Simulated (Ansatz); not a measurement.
# GeH2Cl (SMILES [Cl][GeH2]) at UB3LYP/6-31G(d) (Cartesian functions)

Aim: the vertical ionisation energy of GeH2Cl at UB3LYP/6-31G* (Cartesian functions), from 2 runs. 

The calculation is run with Ansatz 0.2.0.

39 further runs of the same task are left out: 39 set aside as unsound or not needed.

### Step 1. Starting point

GeH2Cl has 4 atoms, charge 0, and is taken as a doublet. As SMILES, `[Cl][GeH2]`. Geometry: relaxed at PBE0-D4/def2-TZVP.

Bond lengths: Cl1–Ge2 2.156 Å, Ge2–H3 1.546 Å, Ge2–H4 1.546 Å. Angles: Cl1–Ge2–H3 106.8°, Cl1–Ge2–H4 106.8°, H3–Ge2–H4 112.3°.

### Step 2. The energy at UB3LYP/6-31G(d) (Cartesian functions)

run.yaml reads:

```yaml
crystal:
  periodic: [false, false, false]
  atoms:
    - symbol: Cl
      position_ang: [-1.562900, 0.305200, 0.993500]
    - symbol: Ge
      position_ang: [0.106700, -0.451100, -0.141600]
    - symbol: H
      position_ang: [0.072700, 0.259600, -1.514200]
    - symbol: H
      position_ang: [1.383400, -0.113700, 0.662300]
basis:
  gaussian:
    orbitals: "6-31G*"
accuracy: high
magnetization:
  spin_polarized: true
  initial_magnetization: 1
hamiltonian:
  xc: {name: B3LYP}
output: {orbitals: {seedname: orbitals}}
```

Started as:

```
$ ansatz run run.yaml --threads 1 --pin off --max-ram 3480MiB --events-out events.jsonl --progress --plain --runs-dir runs
```

The program printed:

```text
Warning: RAYON_NUM_THREADS=1 ignored (pool sized by the plan → 1); use --threads N
Functional definition: B3LYP
  name "B3LYP"
  parameter a0 = 0.2
  parameter ax = 0.72
  parameter ac = 0.81
  exchange = (1 - a0 - ax)*slater_x + ax*b88_x + a0*exact_x
  correlation = (1 - ac)*vwn_rpa_c + ac*lyp_c
1063 factors; integrals over basis functions are off by at most 3.8e-9 eV
mean field evaluation 1: about -69066.2899 eV, gradient 1.2e1 eV
mean field evaluation 2: about -69066.1075 eV, gradient 1.4e1 eV
mean field evaluation 4: about -69066.7868 eV, gradient 3.3e-1 eV
mean field evaluation 8: about -69066.8312 eV, gradient 1.3e-2 eV
mean field evaluation 16: about -69066.8312 eV, gradient 4.2e-6 eV
mean field -69066.83119906 eV, -2538.1592313858 hartree, gradient 2.0e-8 eV, S^2 0.751230; 0 other end points of the search recorded, 0 dependent functions left out
reference -69066.83123247 eV, -2538.1592326136 hartree; 26, 25 occupied and 32, 33 virtual orbitals, 1063 factors
Total energy: -69066.83123247 eV, -2538.1592326136 hartree
```

Wall time 5.7 s (1 thread of Arm Neoverse V2, shared host); peak memory 0.22 GiB.

### Step 3. The singlet cation, same level

run.yaml reads:

```yaml
crystal:
  periodic: [false, false, false]
  atoms:
    - {symbol: Cl, position_ang: [-1.562900, 0.305200, 0.993500]}
    - {symbol: Ge, position_ang: [0.106700, -0.451100, -0.141600]}
    - {symbol: H, position_ang: [0.072700, 0.259600, -1.514200]}
    - {symbol: H, position_ang: [1.383400, -0.113700, 0.662300]}
basis:
  gaussian: {orbitals: "6-31G*"}
total_charge: 1
hamiltonian: {xc: {name: B3LYP}}
accuracy: high
output: {orbitals: {seedname: orbitals}}
```

Started as:

```
$ ansatz run run.yaml --threads 1 --pin off --max-ram 3480MiB --events-out events.jsonl --progress --plain --runs-dir runs
```

The program printed:

```text
Warning: RAYON_NUM_THREADS=1 ignored (pool sized by the plan → 1); use --threads N
Functional definition: B3LYP
  name "B3LYP"
  parameter a0 = 0.2
  parameter ax = 0.72
  parameter ac = 0.81
  exchange = (1 - a0 - ax)*slater_x + ax*b88_x + a0*exact_x
  correlation = (1 - ac)*vwn_rpa_c + ac*lyp_c
1063 factors; integrals over basis functions are off by at most 3.8e-9 eV
mean field evaluation 1: about -69053.7017 eV, gradient 3.6e1 eV
mean field evaluation 2: about -69022.2955 eV, gradient 9.5e1 eV
mean field evaluation 4: about -69057.7982 eV, gradient 3.6e0 eV
mean field evaluation 8: about -69057.8799 eV, gradient 1.0e-1 eV
mean field evaluation 16: about -69057.8799 eV, gradient 5.8e-6 eV
mean field -69057.87994678 eV, -2537.8302789319 hartree, gradient 8.8e-8 eV, S^2 0.000000; 0 other end points of the search recorded, 0 dependent functions left out
reference -69057.87997968 eV, -2537.8302801410 hartree; 25, 25 occupied and 33, 33 virtual orbitals, 1063 factors
Total energy: -69057.87997968 eV, -2537.8302801410 hartree
```

It took 3.3 s on 1 thread of Arm Neoverse V2, shared host; peak memory 0.15 GiB.

### Step 4. Outcome

At UB3LYP/6-31G* (Cartesian functions):

| quantity | value |
| --- | --- |
| doublet GeH2Cl: total energy | -2538.15923 Eh |
| doublet GeH2Cl: HOMO energy (highest over α and β) | -6.34 eV |
| doublet GeH2Cl: LUMO energy (lowest over α and β) | -3.66 eV |
| doublet GeH2Cl: ⟨S²⟩ | 0.751 |
| singlet cation: total energy | -2537.83028 Eh |
| singlet cation: HOMO energy | -14.97 eV |
| singlet cation: LUMO energy | -11.51 eV |
| singlet cation: HOMO–LUMO gap | 3.46 eV |
| vertical ionisation energy (to the singlet cation) | 8.951 eV |

The vertical ionisation energy comes to 8.95 eV (206 kcal/mol). Only the singlet of the ionised species was computed; a triplet could lie lower.
